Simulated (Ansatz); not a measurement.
# MgO: the cost of one run

Computed with Ansatz 0.2.0 (DFT LDA, all-electron LAPW, scalar-relativistic unless said, unless a step's input says otherwise).

The COD entry's cell or inner coordinates are ideal or old and differ from later refinements, so a difference from it is no clean test against experiment.

## 1. The system as given

Symmetry: Fm-3m, No. 225, cubic system. Conventional cell: a = 4.159 Å, b = 4.159 Å, c = 4.159 Å, α = 90.00°, β = 90.00°, γ = 90.00°. Around Mg (site symmetry m-3m) lie 6 O at 2.08 Å. Around O (site symmetry m-3m) lie 6 Mg at 2.08 Å.

Coordinates:

```
Mg O
1.0
     0.00000    2.07959    2.07959
     2.07959    0.00000    2.07959
     2.07959    2.07959    0.00000
Mg O
1 1
Direct
  0.00000 0.00000 0.00000
  0.50000 0.50000 0.50000
```

Cartesian axes are those of the input's lattice vectors. The structure goes back to a database entry.

## 2. Reference run, fine mesh, LAPW

File input.yaml:

```yaml
crystal:
  lattice:
    - [0.0, 2.0795922133, 2.0795922133]
    - [2.0795922133, 0.0, 2.0795922133]
    - [2.0795922133, 2.0795922133, 0.0]
  atoms:
    - { symbol: Mg, position: [0.0, 0.0, 0.0] }
    - { symbol: O, position: [0.5, 0.5, 0.5] }
kpoints:
  mp_grid: { grid: [10, 10, 10] }
scf:
  occupations: { method: fixed }
hamiltonian:
  xc: lda
  pseudopotentials: { kind: all_electron, lapw: { basis_error: 0.001 } }
output:
  forces: true
  stress: true
  eigenvalues: true
  eigenstates:
    nscf_kmesh: { grid: [16, 16, 16] }
    de_dk: true
    e_range: [-9, 15.03455242222]
  optics:
    e_range: [0, 30]
    de: 0.2
    sigma: 0.15
    bands: { spectra_wanted_up_to: 30 }
    nscf_kmesh: { grid: [16, 16, 16] }
checkpoint:
  write: ck
  write_wavefunctions: false
```

Run with:

```sh
$ ansatz run input.yaml --threads 1 --pin off --max-ram 3072MiB --backend cpu --events-out ev --progress --plain --runs-dir out
```

**Question.** How long does this run take on 1 thread of Arm Neoverse V1, shared host, and how much memory does it need?

About 42 s, with a peak of 0.28 GiB.
